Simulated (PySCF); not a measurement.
# Neon: the same states on changed settings

One table from this session's results is given with a row withheld; the runs are named, their logs left out.

The numbers are computed with PySCF 2.14.0 (unrestricted determinants in a Gaussian basis, no spin-orbit coupling in the energies), except any that are marked as measured or tabulated.

## What is computed

| Property | Result |
| --- | --- |
| Element | neon (Z = 10) |
| Basis | cc-pVDZ-DK (3s2p1d, 14 functions) |
| Hamiltonian | scalar relativity by spin-free X2C-1e |
| State 1 | Ne: [Ne], closed-shell 1S |
| State 2 | Ne⁺: [He] 2s2 2p5, 2P determinant |
| Methods | UHF, BP86, TPSS, MP2, CCSD(T) |
| Core shells frozen in the correlated runs | valence: 1s2 (for Ne) |

The outer shells:

Ne [Ne]
```
[He] core
2s [↑↓]
2p [↑↓][↑↓][↑↓]
```

Ne+ [He] 2s2 2p5
```
[He] core
2s [↑↓]
2p [↑↓][↑↓][↑ ]
```

The sound run (cc-pVDZ-DK, the spin-free X2C one-electron Hamiltonian (Gaussian nucleus), symmetry-adapted start, fine grid, valence correlation) gave:

| species | method | energy (hartree) |
| --- | --- | --- |
| Ne | UHF | -128.62519 |
| Ne | BP86 | -129.04239 |
| Ne | TPSS | -129.04871 |
| Ne | MP2 (valence) | -128.81092 |
| Ne | CCSD(T) (valence) | -128.81544 |
| Ne⁺ | UHF | -127.90320 |
| Ne⁺ | BP86 | -128.25815 |
| Ne⁺ | TPSS | -128.27461 |
| Ne⁺ | MP2 (valence) | -128.03717 |
| Ne⁺ | CCSD(T) (valence) | -128.04846 |

One driver process ran all states and methods and kept the integrals in memory. Each run is shown as a PySCF script that sums up its settings (the driver passes frozen orbitals as a list and adds second-order terms of double hybrids); the logs are those of the runs themselves.

Set-up of the first run:

The driver's launch:

```sh
$ OMP_NUM_THREADS=1 python atomrun2.py TASK.json OUT
```

Contents of input.py:

```python
from pyscf import gto, scf, dft, mp, cc
import basis_set_exchange as bse
mol = gto.M(atom="Ne 0 0 0", charge=0, spin=0, symmetry="D2h",
            basis=gto.basis.parse(bse.get_basis("cc-pVDZ-DK", elements=["Ne"], fmt="nwchem", header=False)),
            nucmod="G")
mf = scf.UHF(mol).sfx2c1e()
mf.irrep_nelec = {'Ag': (2, 2), 'B1u': (1, 1), 'B2u': (1, 1), 'B3u': (1, 1)}
mf.init_guess = "minao"
mf.max_cycle = 50
mf.kernel()
```

Steps of the session up to this table: Changed run, Ne, method by method; Changed run, Ne⁺, method by method.

One table of the session follows, with a row left open; its other results are not shown here.

Ionisation energy of Ne:

```
 method  sound run (eV)
    UHF          19.646
   BP86               ?
   TPSS          21.064
    MP2          21.055
SCS-MP2          20.931
   CCSD          20.870
CCSD(T)          20.870
```

Estimate the missing values for BP86.

The run gave: sound run (eV): 21.340. In the column «sound run (eV)» it is the highest.
